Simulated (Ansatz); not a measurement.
# C5H4FN: basis-set convergence

An exercise on one series of results from a longer session: the logs are not shown, and one member is left open.

The runs use Ansatz 0.2.0, Gaussian basis; one geometry, several basis sets.

Levels to be run: PBE0-D4/def2-SVP; ωB97M-V/def2-SVP; PBE0-D4/def2-QZVPP; ωB97M-V/def2-QZVPP; the functionals' def2-TZVPP values are taken from earlier runs.

## The relaxed structure

The geometry comes from an earlier relaxation with PBE0-D4 in a triple-zeta def2 set; it is a stationary point, not always the lowest conformer.

SMILES `Fc1ccccn1`, 11 atoms, charge 0, spin multiplicity 1.

Atoms are counted from 1 here; the program's logs count them from 0.

Bond lengths: F1–C2 1.331 Å, C2–C3 1.387 Å, C2–N7 1.303 Å, C3–C4 1.381 Å, C3–H8 1.082 Å, C4–C5 1.389 Å, C4–H9 1.084 Å, C5–C6 1.383 Å, C5–H10 1.082 Å, C6–N7 1.333 Å, C6–H11 1.086 Å. Angles: F1–C2–C3 118.2°, F1–C2–N7 116.1°, C3–C2–N7 125.8°, C2–C3–C4 116.6°, C2–C3–H8 120.6°, C4–C3–H8 122.8°, C3–C4–C5 119.2°, C3–C4–H9 120.1°, C5–C4–H9 120.7°, C4–C5–C6 118.2°, C4–C5–H10 121.4°, C6–C5–H10 120.4°, C5–C6–N7 123.3°, C5–C6–H11 120.8°, N7–C6–H11 115.9°, C2–N7–C6 116.9°.

Set-up of the first run:

in.yaml

```yaml
crystal:
  periodic: [false, false, false]
  atoms:
    - {symbol: F, position_ang: [-0.284781, -2.720208, -0.087493]}
    - {symbol: C, position_ang: [-0.158451, -1.395579, -0.129990]}
    - {symbol: C, position_ang: [0.123369, -0.726588, 1.051881]}
    - {symbol: C, position_ang: [0.247614, 0.646793, 0.970985]}
    - {symbol: C, position_ang: [0.087627, 1.271404, -0.259544]}
    - {symbol: C, position_ang: [-0.191855, 0.483163, -1.360787]}
    - {symbol: N, position_ang: [-0.314736, -0.842506, -1.299824]}
    - {symbol: H, position_ang: [0.236386, -1.271943, 1.979320]}
    - {symbol: H, position_ang: [0.467370, 1.225670, 1.860580]}
    - {symbol: H, position_ang: [0.177525, 2.345165, -0.362150]}
    - {symbol: H, position_ang: [-0.324767, 0.927529, -2.342477]}
basis:
  gaussian: {orbitals: def2-SVP}
hamiltonian: {xc: pbe0, dispersion: d4}
output: {orbitals: {seedname: orbitals}}
```

Command:

```bash
ansatz run in.yaml --threads 4 --pin off --events-out ev --progress --plain --max-ram 10444MiB
```

Steps of the session up to this table: PBE0-D4 in def2-SVP; ωB97M-V in def2-SVP; PBE0-D4 in def2-QZVPP; ωB97M-V in def2-QZVPP.

One table of the session follows, with a row left open; its other results are not shown here.

It belongs to the step «Functionals by basis». 

```
functional       basis  HOMO (eV)
   PBE0-D4    def2-SVP      -7.64
   PBE0-D4  def2-TZVPP          ?
   PBE0-D4  def2-QZVPP      -7.68
   ωB97M-V    def2-SVP      -9.71
   ωB97M-V  def2-TZVPP      -9.74
   ωB97M-V  def2-QZVPP      -9.76
```

Q: Estimate the row for PBE0-D4, def2-TZVPP from the others.

**Answer.** HOMO (eV): -7.65. In the column «HOMO (eV)» it lies between PBE0-D4, def2-QZVPP (-7.68) and PBE0-D4, def2-SVP (-7.64).
